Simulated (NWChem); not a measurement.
**CH3BeF (SMILES [CH3][Be][F]) at r2SCAN-L/DGauss-DZVP**

Aim: the energy difference between two shapes of CH3BeF at r2SCAN-L/DGauss-DZVP, from 2 runs. 

The calculation is run with NWChem 7.3.0.

1 further run of the same task is left out (set aside as unsound or not needed).

**1. Starting point**

CH3BeF: 6 atoms, total charge 0, spin state singlet. SMILES: `[CH3][Be][F]`. Geometry: a GFN2-xTB relaxation, a rough one for these elements and not checked as a minimum.

Bond lengths: Be1–C2 1.721 Å, Be1–F6 1.377 Å, C2–H3 1.088 Å, C2–H4 1.089 Å, C2–H5 1.089 Å. Angles: C2–Be1–F6 179.4°, Be1–C2–H3 114.2°, Be1–C2–H4 113.8°, Be1–C2–H5 113.7°, H3–C2–H4 104.7°, H3–C2–H5 104.7°, H4–C2–H5 104.7°.

**2. Energy and forces at r2SCAN-L/DGauss-DZVP**

ch3bef.nw reads:

```
start ch3bef
memory 2200 mb

geometry units angstroms noautosym nocenter noautoz
  Be   -0.009510    0.008170   -1.137940
  C     0.001990    0.000990    0.582560
  H    -0.430090    0.890600    1.034950
  H     0.998760   -0.072200    1.014320
  H    -0.550320   -0.828800    1.020830
  F    -0.010840    0.001240   -2.514720
end

basis spherical
  * library "dzvp (dft orbital)"
end

dft
  xc r2scanl
  grid medium
  mulliken
end

task dft gradient
```

The run is started by

```console
$ nwchem ch3bef.nw > ch3bef.out
```

The program printed:

```text
[...]
          Wavefunction type:  closed shell.
          No. of atoms     :     6
          No. of electrons :    22
[...]
          Charge           :     0
          Spin multiplicity:     1
[...]
          AO basis - number of functions:    45
[...]
              XC Information
              --------------
                    r^2SCAN-L Method XC Functional
             r^2SCAN-L metaGGA Exchange Functional  1.000
                   r^2SCAN-L Correlation Potential  1.000
[...]
 d= 0,ls=0.0,diis     1   -154.4594232524 -2.01D+02  2.30D-02  4.65D-01     0.4
[...]
 d= 0,ls=0.0,diis     8   -154.5157915045  8.25D-08  5.01D-06  7.46D-08     2.7
         Total DFT energy =     -154.515791504465
      One electron energy =     -304.671939830265
           Coulomb energy =      123.338807406181
    Exchange-Corr. energy =      -19.855693039156
 Nuclear repulsion energy =       46.673033958774
[...]
      Total Density - Mulliken Population Analysis
     ---------------------------------------------
    Atom       Charge   Shell Charges
 -----------   ------   -------------------------------------------------------
    1 Be   4     3.35   2.00  0.53  0.07  0.60  0.15
    2 C    6     6.74   2.00  0.76  0.57  2.68  0.71  0.03
    3 H    1     0.79   0.55  0.24
    4 H    1     0.79   0.55  0.24
    5 H    1     0.79   0.55  0.24
    6 F    9     9.55   2.00  0.97  0.97  4.10  1.50  0.01
[...]
  wavefunction    = closed shell
                         DFT ENERGY GRADIENTS
    atom               coordinates                        gradient
                 x          y          z           x          y          z
   1 Be     -0.017971   0.015439  -2.150395   -0.000215  -0.000035  -0.045471
   2 C       0.003761   0.001871   1.100879   -0.000254   0.000624  -0.007550
   3 H      -0.812752   1.682990   1.955772    0.002916  -0.005856   0.001958
   4 H       1.887383  -0.136438   1.916787   -0.005861   0.000417   0.002280
   5 H      -1.039954  -1.566205   1.929089    0.003265   0.004766   0.002217
   6 F      -0.020485   0.002343  -4.752132    0.000148   0.000085   0.046566
[...]
```

Run time: 4.5 s. Hardware: 1 thread of INTEL XEON PLATINUM 8581C at 2.30GHz (Emerald Rapids), shared host; peak memory 0.26 GiB.

**3. The distorted shape, same level**

nw.nw reads:

```
start nw
title "CH3BeF gradient"
memory total 2200 mb
charge 0
geometry noautosym nocenter noautoz
 Be   -0.025093    0.037107   -1.125940
 C    -0.054424   -0.011571    0.624744
 H    -0.420344    0.891808    1.047067
 H     0.984522   -0.078853    1.043274
 H    -0.530009   -0.831949    1.042952
 F    -0.043847    0.014611   -2.525129
end
basis spherical
 Be library "dzvp (dft orbital)"
 C library "dzvp (dft orbital)"
 H library "dzvp (dft orbital)"
 F library "dzvp (dft orbital)"
end
dft
 xc r2scanl
 grid medium
 mulliken
 print medium
end
task dft gradient
```

The run is started by

```console
$ nwchem nw.nw > nw.out
```

The program printed:

```text
[...]
          Wavefunction type:  closed shell.
          No. of atoms     :     6
          No. of electrons :    22
[...]
          Charge           :     0
          Spin multiplicity:     1
[...]
          AO basis - number of functions:    45
[...]
              XC Information
              --------------
                    r^2SCAN-L Method XC Functional
             r^2SCAN-L metaGGA Exchange Functional  1.000
                   r^2SCAN-L Correlation Potential  1.000
[...]
 d= 0,ls=0.0,diis     1   -154.4565984215 -2.01D+02  2.35D-02  4.67D-01     0.4
[...]
 d= 0,ls=0.0,diis     8   -154.5136094139  9.36D-08  7.07D-06  1.28D-07     2.3
         Total DFT energy =     -154.513609413894
      One electron energy =     -303.864762593478
           Coulomb energy =      122.941625323980
    Exchange-Corr. energy =      -19.856816736247
 Nuclear repulsion energy =       46.266344591852
[...]
      Total Density - Mulliken Population Analysis
     ---------------------------------------------
    Atom       Charge   Shell Charges
 -----------   ------   -------------------------------------------------------
    1 Be   4     3.36   2.00  0.53  0.08  0.61  0.14
    2 C    6     6.75   2.00  0.76  0.56  2.69  0.70  0.03
    3 H    1     0.78   0.56  0.22
    4 H    1     0.81   0.54  0.27
    5 H    1     0.76   0.57  0.20
    6 F    9     9.54   2.00  0.97  0.96  4.09  1.50  0.01
[...]
  wavefunction    = closed shell
                         DFT ENERGY GRADIENTS
    atom               coordinates                        gradient
                 x          y          z           x          y          z
   1 Be     -0.047419   0.070122  -2.127718    0.001254   0.002843  -0.038324
   2 C      -0.102846  -0.021866   1.180595   -0.050212  -0.015970   0.018351
   3 H      -0.794335   1.685273   1.978670    0.013468  -0.016867  -0.007817
   4 H       1.860477  -0.149011   1.971502    0.009905  -0.000925   0.010396
   5 H      -1.001572  -1.572156   1.970893    0.025922   0.031549  -0.014006
   6 F      -0.082859   0.027611  -4.771802   -0.000337  -0.000629   0.031400
[...]
```

Run time: 3.9 s. Hardware: 1 thread of INTEL XEON PLATINUM 8581C at 2.30GHz (Emerald Rapids), shared host; peak memory 0.26 GiB.

**4. What came out**

Level: r2SCAN-L/DGauss-DZVP.

| quantity | value |
| --- | --- |
| first shape: total energy | -154.51579 Eh |
| first shape: dipole moment | 1.61 D |
| first shape: HOMO energy | -7.78 eV |
| first shape: LUMO energy | -0.09 eV |
| first shape: HOMO–LUMO gap | 7.70 eV |
| first shape: largest force on an atom | 2.395 eV/Å |
| distorted shape: total energy | -154.51361 Eh |
| distorted shape: dipole moment | 1.66 D |
| distorted shape: HOMO energy | -7.69 eV |
| distorted shape: LUMO energy | -0.18 eV |
| distorted shape: HOMO–LUMO gap | 7.51 eV |
| distorted shape: largest force on an atom | 2.869 eV/Å |
| energy change with the atoms displaced | 0.059 eV |

**Reading.** With the atoms displaced the energy rises by 0.06 eV (5.7 kJ/mol). The first shape isn't relaxed at this level, so the change isn't measured from a minimum. The largest force (first shape) is 2.39 eV/Å: the shape isn't a stationary point for this species at this level. Mulliken charges (distorted shape) run from -0.75 on C2 to +0.64 on Be1; they depend strongly on the basis.
